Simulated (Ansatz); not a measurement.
# CH6Sn: the cost of one run

Computed with Ansatz 0.2.0, Gaussian basis. Level: PBE0-D4/def2-TZVP structures, single points in def2-TZVPP, no counterpoise correction.

Levels: SPW92, PBE-D4, BLYP-D4, r2SCAN-D4, B97M-V, PBE0-D4, B3LYP-D4, r2SCAN0-D4, BHLYP-D4, CAM-B3LYP-D4, wB97X-V, wB97M-V, B2PLYP, PBE-QIDH, RPA on PBE, Hartree-Fock, MP2, CCSD, CCSD(T).

Cores are frozen in the correlated methods. Filled d shells of the heavier atoms are correlated. Core potentials replace the inner electrons past krypton, and spin-orbit coupling is left out. B3LYP uses VWN-RPA correlation. B2PLYP carries no dispersion term here.

88 further runs of the same task are left out: 88 set aside as unsound or not needed. Runs told in other sessions of the task aren't counted.

## (1) The starting structure

The complex: 10 atoms, charge 0, spin multiplicity 1.

Atoms are counted from 1 here; the program's logs count them from 0.

Bond lengths: Sn1–C2 2.132 Å, Sn1–H3 1.706 Å, Sn1–H4 1.705 Å, Sn1–H5 1.730 Å, C2–H8 1.090 Å, C2–H9 1.090 Å, C2–H10 1.089 Å, H6–F7 0.930 Å. Angles: C2–Sn1–H3 112.3°, C2–Sn1–H4 112.2°, C2–Sn1–H5 108.8°, H3–Sn1–H4 110.1°, H3–Sn1–H5 106.2°, H4–Sn1–H5 106.9°, Sn1–C2–H8 110.0°, Sn1–C2–H9 109.8°, Sn1–C2–H10 109.2°, H8–C2–H9 109.2°, H8–C2–H10 109.6°, H9–C2–H10 109.1°.

As a file:

```mol
CH7FSn
  3D, bonds by distance, orders not assigned

 10  8  0  0  0  0  0  0  0  0999 V2000
   -0.9098    0.5832   -0.3493 Sn  0  0
    0.0254   -1.3312   -0.2699 C   0  0
   -1.5722    0.9169   -1.8855 H   0  0
   -2.1013    0.7674    0.8565 H   0  0
    0.2873    1.7993   -0.0637 H   0  0
    1.5530    1.3314    0.9512 H   0  0
    2.1498    0.9095    1.5268 F   0  0
   -0.7272   -2.1167   -0.3334 H   0  0
    0.7228   -1.4352   -1.1006 H   0  0
    0.5721   -1.4246    0.6678 H   0  0
  1  2  8  0
  1  3  8  0
  1  4  8  0
  1  5  8  0
  2  8  8  0
  2  9  8  0
  2 10  8  0
  6  7  8  0
M  END
```

Its parts: CH₆Sn holds atoms 1, 2, 3, 4, 5, 8, 9, 10; HF holds atoms 6, 7. Each part counts its atoms afresh in its own runs.

## (2) Relaxing CH₆Sn alone

File relax-a/in.yaml:

```yaml
crystal:
  periodic: [false, false, false]
  atoms:
    - {symbol: Sn, position_ang: [-0.909824, 0.583206, -0.349291]}
    - {symbol: C, position_ang: [0.025410, -1.331222, -0.269876]}
    - {symbol: H, position_ang: [-1.572245, 0.916942, -1.885474]}
    - {symbol: H, position_ang: [-2.101257, 0.767420, 0.856496]}
    - {symbol: H, position_ang: [0.287307, 1.799342, -0.063697]}
    - {symbol: H, position_ang: [-0.727226, -2.116704, -0.333367]}
    - {symbol: H, position_ang: [0.722775, -1.435180, -1.100637]}
    - {symbol: H, position_ang: [0.572138, -1.424634, 0.667802]}
basis:
  gaussian: {orbitals: def2-TZVP}
hamiltonian: {xc: pbe0, dispersion: d4}
relax: {f_tol: 0.005, max_steps: 200}
```

Command:

```console
> ansatz run in.yaml --threads 4 --pin off --events-out ev --progress --plain --max-ram 9574MiB
```

**Question.** How long does this run take on 4 threads of Intel Xeon at 2.50GHz, shared host?

About 17 s.
